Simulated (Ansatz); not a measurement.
# LaBiS2O: the cost of one run

Computed with Ansatz 0.2.0 (DFT LDA, scalar-relativistic, plane waves, PAW, and further levels as typed in the inputs, unless a step's input says otherwise).

### Step 1. The system as given

It takes space group P4/nmm (No. 129, tetragonal). The conventional cell has a = 4.055 Å, b = 4.055 Å, c = 14.173 Å, α = 90.00°, β = 90.00°, γ = 90.00°. La (site symmetry 4mm) has 4 O at 2.38 Å as nearest neighbours. Around Bi (site symmetry 4mm) lie 5 S at 2.52 to 2.88 Å. S (site symmetry 4mm) has 4 Bi at 2.88 Å as nearest neighbours. S (site symmetry 4mm) has 1 Bi at 2.52 Å as nearest neighbours. O (site symmetry -4m2) has 4 La at 2.38 Å as nearest neighbours.

Coordinates:

```
CELL_PARAMETERS angstrom
4.05550 0.00000 0.00000
0.00000 4.05550 0.00000
0.00000 0.00000 14.17327
ATOMIC_POSITIONS crystal
La 0.50000 0.00000 0.58774
La 0.00000 0.50000 0.41226
Bi 0.00000 0.50000 0.86777
Bi 0.50000 0.00000 0.13223
S 0.50000 0.00000 0.89002
S 0.00000 0.50000 0.10998
S 0.00000 0.50000 0.69020
S 0.50000 0.00000 0.30980
O 0.00000 0.00000 0.50000
O 0.50000 0.50000 0.50000
```

The structure rests on an entry of the Materials Project (structure only); cell or positions may have been set otherwise for this series.

### Step 2. Relaxing cell and atoms: LaBiS2O, no spin

Input file input.yaml:

```yaml
crystal:
  lattice:
    - [4.055497, 0.0, 0.0]
    - [0.0, 4.055497, 0.0]
    - [0.0, 0.0, 14.173265]
  atoms:
    - { symbol: La, position: [0.5, 0.0, 0.587742] }
    - { symbol: La, position: [0.0, 0.5, 0.412258] }
    - { symbol: Bi, position: [0.0, 0.5, 0.867775] }
    - { symbol: Bi, position: [0.5, 0.0, 0.132225] }
    - { symbol: S, position: [0.5, 0.0, 0.89002] }
    - { symbol: S, position: [0.0, 0.5, 0.10998] }
    - { symbol: S, position: [0.0, 0.5, 0.690201] }
    - { symbol: S, position: [0.5, 0.0, 0.309799] }
    - { symbol: O, position: [0.0, 0.0, 0.5] }
    - { symbol: O, position: [0.5, 0.5, 0.5] }
scf:
  occupations: { method: gaussian, width: 0.01 }
output:
  forces: true
  stress: true
  eigenvalues: true
  write_density: true
  write_potential: true
  elf: true
  volumetric_format: npy
kpoints:
  mp_grid: { grid: [8, 8, 4] }
hamiltonian:
  xc: lda
relax:
  f_tol: 0.005
  max_steps: 60
  cell: { stress_tol: 0.03 }
```

Launch:

```console
> ansatz run input.yaml --threads 8 --pin off --max-ram 24576MiB --backend cpu --events-out ev --progress --plain --runs-dir out
```

What time and memory should one allow on 8 threads of Intel Xeon 6975P-C (Granite Rapids), shared host?

About 38 s, with a peak of 1.3 GiB.
